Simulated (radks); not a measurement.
# Ionisation of In: one atom, several choices of functional

An exercise on one series of results from a longer session: the logs are not shown, and one member is left open.

Method: non-relativistic Kohn-Sham, spin-unpolarised, spherical densities, point nucleus. Code: radks (a radial shooting solver on a logarithmic mesh, Libxc functionals) version 1.

2 further runs of the same task are left out: 1 that didn't finish, 1 set aside as unsound or not needed.

### The system

```
element       : indium (Z = 49)
charge        : 0
electrons     : 49
configuration : [Kr] 4d10 5s2 5p1
ion           : In⁺, [Kr] 4d10 5s2
choices       : exchange-only r2SCAN; exchange-only LDA; LDA (Slater exchange, VWN5 correlation); exchange-only B88; TASK exchange with Perdew-Wang LDA correlation; LDA (Slater exchange, Perdew-Zunger correlation)
```

Outer shells as boxes (Hund's rule):

In
```
[Kr] core
4d [↑↓][↑↓][↑↓][↑↓][↑↓]
5s [↑↓]
5p [↑ ][  ][  ]
```

In⁺
```
[Kr] core
4d [↑↓][↑↓][↑↓][↑↓][↑↓]
5s [↑↓]
```

The first run:

The run's settings:

```text
Z 49
configuration [Kr] 4d10 5s2 5p1
relativity non-relativistic
functional r2scan,
spin unpolarised
nucleus point
```

Steps of the session up to this table: exchange-only r2SCAN: In; exchange-only r2SCAN: In⁺; exchange-only LDA: In; exchange-only LDA: In⁺; LDA (Slater exchange, VWN5 correlation): In; LDA (Slater exchange, VWN5 correlation): In⁺; exchange-only B88: In; exchange-only B88: In⁺; TASK exchange with Perdew-Wang LDA correlation: In; TASK exchange with Perdew-Wang LDA correlation: In⁺; LDA (Slater exchange, Perdew-Zunger correlation): In; LDA (Slater exchange, Perdew-Zunger correlation): In⁺.

One of the session's tables, all rows but one given; the rest of the session is left out.

| functional | Δ-SCF (eV) | −ε(HOMO) (eV) | <r> HOMO (bohr) |
| --- | --- | --- | --- |
| exchange-only r2SCAN | 4.564 | 1.899 | 3.814 |
| exchange-only LDA | 4.723 | 1.936 | 3.875 |
| LDA (Slater exchange, VWN5 correlation) | ? | ? | ? |
| exchange-only B88 | 4.815 | 2.031 | 3.911 |
| TASK exchange with Perdew-Wang LDA correlation | 4.954 | 2.369 | 3.521 |
| LDA (Slater exchange, Perdew-Zunger correlation) | 5.656 | 2.776 | 3.684 |

**Question.** Estimate the row for LDA (Slater exchange, VWN5 correlation).

**Answer.** Δ-SCF (eV): 5.649; −ε(HOMO) (eV): 2.770; <r> HOMO (bohr): 3.685. In the column «Δ-SCF (eV)» it lies between TASK exchange with Perdew-Wang LDA correlation (4.954) and LDA (Slater exchange, Perdew-Zunger correlation) (5.656).

The NIST Atomic Spectra Database lists 5.786 eV (measured). Nearest is LDA (Slater exchange, Perdew-Zunger correlation) (-0.13 eV off), farthest exchange-only r2SCAN (-1.22 eV). The ionisation energies span 1.09 eV, the total energies of In 236 eV: most of the change in the total cancels in the difference. Relativity is left out here, which matters for elements this heavy. Spin polarisation and multiplet splitting are left out, so open shells lie too high by an amount that depends on their filling.

**Measured values.**

From NIST Atomic Spectra Database: ionisation energy of In 5.78636 eV.
